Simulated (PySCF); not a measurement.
# CH3ClF2STi (SMILES C[S][Ti]([F])([F])[Cl]): levels of theory compared

Wanted: a comparison of 3 runs (HF/STO-3G, HF/def2-SVP, B3LYP/6-31G*) of CH3ClF2STi. The job is set up through a Python script.

The calculation is run with PySCF 2.14.0.

## Step 1: The molecule

CH3ClF2STi has 9 atoms, charge 0, and is taken as a singlet. SMILES: `C[S][Ti]([F])([F])[Cl]`. The coordinates come from a PBE0-D4/def2-TZVP relaxation. This is one conformer, not always the lowest.

Bond lengths: C1–S2 1.821 Å, S2–Ti3 2.243 Å, Ti3–F4 1.750 Å, Ti3–F5 1.739 Å, Ti3–Cl6 2.192 Å, C1–H7 1.090 Å, C1–H8 1.090 Å, C1–H9 1.089 Å. Some angles: C1–S2–Ti3 97.5°, S2–Ti3–F4 107.5°, S2–Ti3–F5 106.3°, S2–Ti3–Cl6 107.8°, F4–Ti3–F5 113.6°, F4–Ti3–Cl6 108.6°, F5–Ti3–Cl6 112.7°, S2–C1–H7 107.0°, S2–C1–H8 111.6°, S2–C1–H9 109.7°.

## Step 2: Energy and gradient at HF/STO-3G (run 1)

The input, geometry.xyz:

```xyz
9

C     -1.301000     0.453900     0.690100
S     -0.747700     0.606000    -1.038600
Ti     1.206400    -0.471800    -0.815200
F      0.870500    -2.022400    -0.076700
F      1.884300    -0.592500    -2.412500
Cl     2.463600     0.693600     0.550200
H     -2.383900     0.574700     0.688900
H     -1.060000    -0.525400     1.104300
H     -0.843800     1.237500     1.292300
```

The input, run.py:

```python
# C[S][Ti]([F])([F])[Cl]
import pyscf.grad
from pyscf import gto, scf

molecule = gto.M(
    atom='geometry.xyz',
    max_memory=1860,
    spin=0,
    verbose=4,
    basis='sto-3g',
)

hf = scf.RHF(molecule)
hf.conv_tol = 1e-10
hf.kernel()
if not hf.converged:
    hf = hf.newton().run(hf.mo_coeff, hf.mo_occ)

etot = hf.e_tot
print(f'total energy: {etot:.8f} hartree')
grad = hf.Gradients().kernel()
hf.analyze()
```

Launch:

```
$ OMP_NUM_THREADS=1 python run.py
```

Output:

```text
PySCF version 2.14.0

[... 82 lines left out ...]
Two-electron Energy =                 1297.664337825836810
[... 9 lines left out ...]
MO #6   energy= -21.5092065213323  occ= 2
[... 7 lines left out ...]
MO #14  energy= -7.78018902328886  occ= 2
[... 7 lines left out ...]
MO #22  energy= -2.03821432299638  occ= 2
[... 7 lines left out ...]
MO #30  energy= -0.547545533173669 occ= 2
[... 7 lines left out ...]
MO #38  energy= -0.404149229260408 occ= 2
[... 7 lines left out ...]
MO #46  energy= 0.300002168444392  occ= 0
[... 7 lines left out ...]
MO #54  energy= 0.75187270555847   occ= 0
[... 66 lines left out ...]
Dipole moment(X, Y, Z, Debye): -1.10923, -1.36036, -0.48975
```

Run time: 10 s. Hardware: 1 thread of Intel Xeon at 2.70GHz, shared host; peak memory 0.13 GiB.

## Step 3: Energy and gradient at HF/def2-SVP (run 2)

geometry.xyz, as its differences from that of step 2:

```diff
@@ -1,3 +1,3 @@
 9
-
+CH3ClF2STi
 C     -1.301000     0.453900     0.690100
```

The input, run.py:

```python
import pyscf.grad
from pyscf import gto, scf

system = gto.Mole()
system.atom = 'geometry.xyz'
system.verbose = 4
system.max_memory = 1860
system.charge = 0
system.basis = 'def2-svp'
system.build()

hf = scf.RHF(system)
hf.conv_tol = 1e-10
hf.kernel()
if not hf.converged:
    hf = hf.newton().run(hf.mo_coeff, hf.mo_occ)

energy = hf.e_tot
print('E = %.10f Eh' % energy)
grad = hf.Gradients().kernel()
dip = hf.dip_moment()
pop, q = hf.mulliken_pop()
```

Launch:

```
$ OMP_NUM_THREADS=1 python run.py
```

Output:

```text
PySCF version 2.14.0

[... 73 lines left out ...]
converged SCF energy = -1943.56799284472
[... 12 lines left out ...]
Dipole moment(X, Y, Z, Debye): -1.82604,  0.51936,  1.50632
[... 134 lines left out ...]
charge of    8H =      0.10183
```

Wall time 33 s (1 thread of Intel Xeon at 2.70GHz, shared host); peak memory 0.35 GiB.

## Step 4: Energy and gradient at B3LYP/6-31G(d) (Cartesian functions) (run 3)

The input, run.py:

```python
# C[S][Ti]([F])([F])[Cl]
from pyscf import gto, dft

mol = gto.Mole()
mol.atom = '''
C     -2.458534     0.857747     1.304100
S     -1.412948     1.145174    -1.962670
Ti     2.279766    -0.891573    -1.540505
F      1.645007    -3.821782    -0.144942
F      3.560811    -1.119663    -4.558964
Cl     4.655529     1.310714     1.039727
H     -4.504918     1.086026     1.301832
H     -2.003110    -0.992862     2.086825
H     -1.594551     2.338536     2.442093
'''
mol.verbose = 4
mol.cart = True
mol.basis = '6-31g*'
mol.unit = 'bohr'
mol.max_memory = 1860
mol.build()

myscf = dft.RKS(mol, xc='b3lyp')
myscf.conv_tol = 1e-10
myscf.grids.level = 5
myscf.kernel()
if not myscf.converged:
    myscf = myscf.newton().run(myscf.mo_coeff, myscf.mo_occ)

etot = myscf.e_tot
print(f'total energy: {etot:.8f} hartree')
grad = myscf.nuc_grad_method().kernel()
myscf.analyze()
```

Launch:

```
$ OMP_NUM_THREADS=1 python run.py
```

Output:

```text
PySCF version 2.14.0

[... 106 lines left out ...]
DFT Exchange-Correlation Energy =     -123.573302565458860
[... 17 lines left out ...]
MO #16  energy= -5.91948105099675  occ= 2
[... 15 lines left out ...]
MO #32  energy= -0.451726312342969 occ= 2
[... 15 lines left out ...]
MO #48  energy= 0.0129793598233165 occ= 0
[... 15 lines left out ...]
MO #64  energy= 0.486170982635444  occ= 0
[... 15 lines left out ...]
MO #80  energy= 0.87972983750175   occ= 0
[... 15 lines left out ...]
MO #96  energy= 1.50886254147554   occ= 0
[... 15 lines left out ...]
MO #112 energy= 2.06077276589549   occ= 0
[... 15 lines left out ...]
MO #128 energy= 5.2375438607705    occ= 0
[... 140 lines left out ...]
Dipole moment(X, Y, Z, Debye): -1.74106, -0.02791,  1.07801
```

Wall time 2 min (1 thread of Intel Xeon at 2.70GHz, shared host); peak memory 1.4 GiB.

## Step 5: Overview of the runs

| run | level | Cartesian functions | integration grid | energy (Eh) | dipole moment (D) | HOMO energy (eV) | LUMO energy (eV) | wall time |
| --- | --- | --- | --- | --- | --- | --- | --- | --- |
| 1 | HF/STO-3G | no | – | -1923.195748 | 1.82 | -7.45 | 6.63 | 10 s |
| 2 | HF/def2-SVP | no | – | -1943.567993 | 2.42 | -10.70 | 0.59 | 33 s |
| 3 | B3LYP/6-31G* (Cartesian functions) | yes | 5 | -1947.668344 | 2.05 | -7.53 | -3.14 | 2 min |

## Step 6: Summary of results

| quantity | value |
| --- | --- |
| run 3: total energy | -1947.66834 Eh |
| run 3: dipole moment | 2.05 D |
| run 3: HOMO energy | -7.53 eV |
| run 3: LUMO energy | -3.14 eV |
| run 3: HOMO–LUMO gap | 4.39 eV |
| run 3: largest force on an atom | 0.582 eV/Å |

The dipole moment (its size) runs from 1.82 D (HF/STO-3G) to 2.42 D (HF/def2-SVP). The HOMO–LUMO gap runs from 4.39 eV (B3LYP/6-31G*) to 14.07 eV (HF/STO-3G). The two ends differ in method and basis. In run 1 the basis is minimal, so the values are rough. All runs together took 2.7 min, the longest 2 min.
